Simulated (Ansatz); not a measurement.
**C₅H₈O₂: small, medium and large basis sets**

Aim: see how fast density functionals converge with the basis set for C₅H₈O₂.

Method: one geometry, several basis sets; program: Ansatz 0.2.0, Gaussian basis.

Plan: PBE0-D4/def2-SVP; ωB97M-V/def2-SVP; PBE0-D4/def2-QZVPP; ωB97M-V/def2-QZVPP; the functionals' def2-TZVPP values are taken from earlier runs.

## (1) Structure used throughout

All runs share one geometry, relaxed beforehand with PBE0-D4 in a triple-zeta def2 set.

SMILES `CC1CCC(=O)O1`, 15 atoms, charge 0, spin multiplicity 1.

Atoms are counted from 1 here; the program's logs count them from 0.

Bond lengths: C1–C2 1.512 Å, C1–H8 1.091 Å, C1–H9 1.092 Å, C1–H10 1.093 Å, C2–C3 1.532 Å, C2–O7 1.437 Å, C2–H11 1.092 Å, C3–C4 1.518 Å, C3–H12 1.092 Å, C3–H13 1.090 Å, C4–C5 1.513 Å, C4–H14 1.089 Å, C4–H15 1.094 Å, C5–O6 1.193 Å, C5–O7 1.350 Å. Angles: C2–C1–H8 110.5°, C2–C1–H9 110.1°, C2–C1–H10 111.1°, H8–C1–H9 108.5°, H8–C1–H10 108.2°, H9–C1–H10 108.3°, C1–C2–C3 114.1°, C1–C2–O7 109.6°, C1–C2–H11 110.0°, C3–C2–O7 104.9°, C3–C2–H11 111.8°, O7–C2–H11 106.0°, C2–C3–C4 102.6°, C2–C3–H12 110.1°, C2–C3–H13 111.8°, C4–C3–H12 110.3°, C4–C3–H13 113.9°, H12–C3–H13 108.0° and more.

## (2) PBE0-D4 in def2-SVP

Contents of in.yaml:

```yaml
crystal:
  periodic: [false, false, false]
  atoms:
    - {symbol: C, position_ang: [0.566664, -1.719071, 0.035233]}
    - {symbol: C, position_ang: [0.895292, -0.250937, -0.110959]}
    - {symbol: C, position_ang: [-0.075638, 0.520918, -1.009932]}
    - {symbol: C, position_ang: [-1.098807, 1.046173, -0.018764]}
    - {symbol: C, position_ang: [-0.333375, 1.112618, 1.284819]}
    - {symbol: O, position_ang: [-0.631970, 1.683238, 2.288885]}
    - {symbol: O, position_ang: [0.803188, 0.393084, 1.170490]}
    - {symbol: H, position_ang: [1.201915, -2.179037, 0.793530]}
    - {symbol: H, position_ang: [0.728676, -2.236718, -0.913075]}
    - {symbol: H, position_ang: [-0.476150, -1.861542, 0.330731]}
    - {symbol: H, position_ang: [1.930876, -0.130238, -0.435364]}
    - {symbol: H, position_ang: [0.442098, 1.350274, -1.495988]}
    - {symbol: H, position_ang: [-0.499101, -0.114197, -1.788339]}
    - {symbol: H, position_ang: [-1.514193, 2.023773, -0.257373]}
    - {symbol: H, position_ang: [-1.939474, 0.361672, 0.126106]}
basis:
  gaussian: {orbitals: def2-SVP}
hamiltonian: {xc: pbe0, dispersion: d4}
output: {orbitals: {seedname: orbitals}}
```

Run with:

```
$ ansatz run in.yaml --threads 8 --pin off --events-out ev --progress --plain --max-ram 18278MiB
```

Further steps of the session: ωB97M-V in def2-SVP; PBE0-D4 in def2-QZVPP; ωB97M-V in def2-QZVPP.

**Question.** What will the summary of the whole plan be? Wanted: PBE0-D4: double and triple zeta above quadruple; ωB97M-V: double and triple zeta above quadruple.

The runs gave:

| quantity | value |
| --- | --- |
| PBE0-D4: double and triple zeta above quadruple | 11.04, 0.50 eV |
| ωB97M-V: double and triple zeta above quadruple | 11.45, 0.48 eV |

In words: For PBE0-D4 the step from double to triple zeta gains 10.54 eV and the next only 0.50 eV. Total energies overstate the basis error of differences, where much of it tends to cancel. The LUMO of ωB97M-V is positive and keeps falling with the basis (2.73 to 1.52 eV): an unbound level that the basis holds in place.
